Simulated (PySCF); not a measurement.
**BeCl₂HS−, a complex of two parts: interaction energy**

The task here is to estimate one member of a computed series from the others.

Programs: PySCF 2.14.0. All values are calculated, for the isolated system unless a continuum is named. Atoms count from 0, parts from 1.

## The system as given

5 atoms, charge -1, multiplicity 1; geometry: GFN2-xTB. Parts: 1 = atoms 0–2, `[Cl][Be][Cl]`, charge 0; 2 = atoms 3–4, `[SH-]`, charge -1.

Set-up of the first run:

Job settings and geometry (Å):

```
{"job": {"xc": "PBE0", "basis": "def2-TZVPD", "d3": "d3bj", "grid": 3, "kind": "geom", "shake": 0.01}, "charge": -1, "multiplicity": 1, "parts": [{"atoms": "0-2", "charge": 0, "multiplicity": 1}, {"atoms": "3-4", "charge": -1, "multiplicity": 1}]}
Cl     1.537303     0.496430    -0.425957
Be    -0.247080     0.622671     0.259770
Cl    -1.377048    -0.927298     0.251532
S     -0.951231     2.358234     1.008468
H     -2.173001     1.879198     1.322108
```

Run with:

```console
$ OMP_NUM_THREADS=1 python cluster_run.py task.json out
```

This one command runs all jobs of the session in turn.

Among the steps run: Relaxing the molecule at PBE0-D3(BJ)/def2-TZVPD; Coupled-cluster interaction energy: CCSD(T) and MP2, 2.00 Å; Coupled-cluster interaction energy: CCSD(T) and MP2, 2.10 Å; Coupled-cluster interaction energy: CCSD(T) and MP2, 2.20 Å; Coupled-cluster interaction energy: CCSD(T) and MP2, 1.90 Å; Coupled-cluster interaction energy: CCSD(T) and MP2, 2.50 Å; Coupled-cluster interaction energy: CCSD(T) and MP2, 1.80 Å; Coupled-cluster interaction energy: CCSD(T) and MP2, 3.00 Å; Coupled-cluster interaction energy: CCSD(T) and MP2, 4.01 Å.

One of the session's tables, all rows but one given; the rest of the session is left out.

It belongs to the step «Coupled-cluster interaction energy: CCSD(T) and MP2, 4.01 Å». 

| method | interaction energy (kcal/mol) |
| --- | --- |
| HF/aug-cc-pVDZ | -24.79 |
| MP2/aug-cc-pVDZ | ? |
| CCSD/aug-cc-pVDZ | -25.03 |
| CCSD(T)/aug-cc-pVDZ | -25.36 |
| HF/aug-cc-pVQZ | -24.61 |
| MP2/aug-cc-pVQZ | -25.16 |
| SCS-MP2/aug-cc-pVQZ | -24.93 |
| MP2, extrapolated | -25.22 |
| CCSD(T), limit estimate | -25.37 |

Q: Estimate the row for MP2/aug-cc-pVDZ from the others.

As computed: interaction energy (kcal/mol): -25.21. In the column «interaction energy (kcal/mol)» it lies between MP2, extrapolated (-25.22) and MP2/aug-cc-pVQZ (-25.16).
